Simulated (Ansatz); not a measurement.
**C₃H₁₂AlAs: basis-set convergence**

One table from this session's results is given with a row withheld; the runs are named, their logs left out.

Computed with Ansatz 0.2.0, Gaussian basis. Level: one geometry, several basis sets.

Plan: PBE0-D4/def2-SVP; ωB97M-V/def2-SVP; PBE0-D4/def2-QZVPP; ωB97M-V/def2-QZVPP; the functionals' def2-TZVPP values are taken from earlier runs.

### Structure used throughout

An earlier PBE0-D4 in a triple-zeta def2 set relaxation fixed the geometry.

SMILES `[CH3][Al-]([CH3])([CH3])[AsH3+]`, 17 atoms, charge 0, spin multiplicity 1.

Atoms are counted from 1 here; the program's logs count them from 0.

Bond lengths: C1–Al2 1.973 Å, C1–H6 1.097 Å, C1–H7 1.095 Å, C1–H8 1.095 Å, Al2–C3 1.973 Å, Al2–C4 1.973 Å, Al2–As5 2.729 Å, C3–H9 1.097 Å, C3–H10 1.095 Å, C3–H11 1.095 Å, C4–H12 1.095 Å, C4–H13 1.097 Å, C4–H14 1.095 Å, As5–H15 1.511 Å, As5–H16 1.511 Å, As5–H17 1.511 Å. Angles: Al2–C1–H6 109.9°, Al2–C1–H7 112.9°, Al2–C1–H8 112.9°, H6–C1–H7 106.5°, H6–C1–H8 106.5°, H7–C1–H8 107.7°, C1–Al2–C3 118.5°, C1–Al2–C4 118.5°, C1–Al2–As5 97.1°, C3–Al2–C4 118.5°, C3–Al2–As5 97.0°, C4–Al2–As5 97.2°, Al2–C3–H9 109.9°, Al2–C3–H10 112.9°, Al2–C3–H11 112.9°, H9–C3–H10 106.5°, H9–C3–H11 106.5°, H10–C3–H11 107.7° and more.

Set-up of the first run:

in.yaml reads:

```yaml
crystal:
  periodic: [false, false, false]
  atoms:
    - {symbol: C, position_ang: [-0.070577, 0.712369, -1.993466]}
    - {symbol: Al, position_ang: [0.399844, -0.234284, -0.327231]}
    - {symbol: C, position_ang: [1.957310, 0.397264, 0.706790]}
    - {symbol: C, position_ang: [-0.172188, -2.111057, -0.116836]}
    - {symbol: As, position_ang: [-1.523499, 0.886625, 1.251857]}
    - {symbol: H, position_ang: [0.605550, 0.405214, -2.800441]}
    - {symbol: H, position_ang: [0.022304, 1.799705, -1.906872]}
    - {symbol: H, position_ang: [-1.086073, 0.490930, -2.337181]}
    - {symbol: H, position_ang: [2.884225, 0.049757, 0.234825]}
    - {symbol: H, position_ang: [1.969755, 0.017657, 1.733517]}
    - {symbol: H, position_ang: [2.022718, 1.489003, 0.754273]}
    - {symbol: H, position_ang: [-0.126859, -2.456564, 0.920942]}
    - {symbol: H, position_ang: [0.488731, -2.769243, -0.693619]}
    - {symbol: H, position_ang: [-1.187722, -2.290935, -0.483939]}
    - {symbol: H, position_ang: [-2.510678, 1.877884, 0.681867]}
    - {symbol: H, position_ang: [-2.545955, 0.025100, 1.954958]}
    - {symbol: H, position_ang: [-1.145987, 1.710073, 2.460754]}
basis:
  gaussian: {orbitals: def2-SVP}
hamiltonian: {xc: pbe0, dispersion: d4}
output: {orbitals: {seedname: orbitals}}
```

Command:

```
> ansatz run in.yaml --threads 8 --pin off --events-out ev --progress --plain --max-ram 20889MiB
```

Among the steps run: PBE0-D4 in def2-SVP; ωB97M-V in def2-SVP; PBE0-D4 in def2-QZVPP; ωB97M-V in def2-QZVPP.

One of the session's tables, all rows but one given; the rest of the session is left out.

| functional | basis | HOMO (eV) | LUMO (eV) |
| --- | --- | --- | --- |
| PBE0-D4 | def2-SVP | -7.02 | 0.01 |
| PBE0-D4 | def2-TZVPP | ? | ? |
| PBE0-D4 | def2-QZVPP | -7.11 | -0.27 |
| ωB97M-V | def2-SVP | -9.28 | 1.91 |
| ωB97M-V | def2-TZVPP | -9.36 | 1.64 |
| ωB97M-V | def2-QZVPP | -9.37 | 1.04 |

Q: Estimate the row for PBE0-D4, def2-TZVPP from the others.

As computed: HOMO (eV): -7.09; LUMO (eV): -0.16. In the column «HOMO (eV)» it lies between PBE0-D4, def2-QZVPP (-7.11) and PBE0-D4, def2-SVP (-7.02).
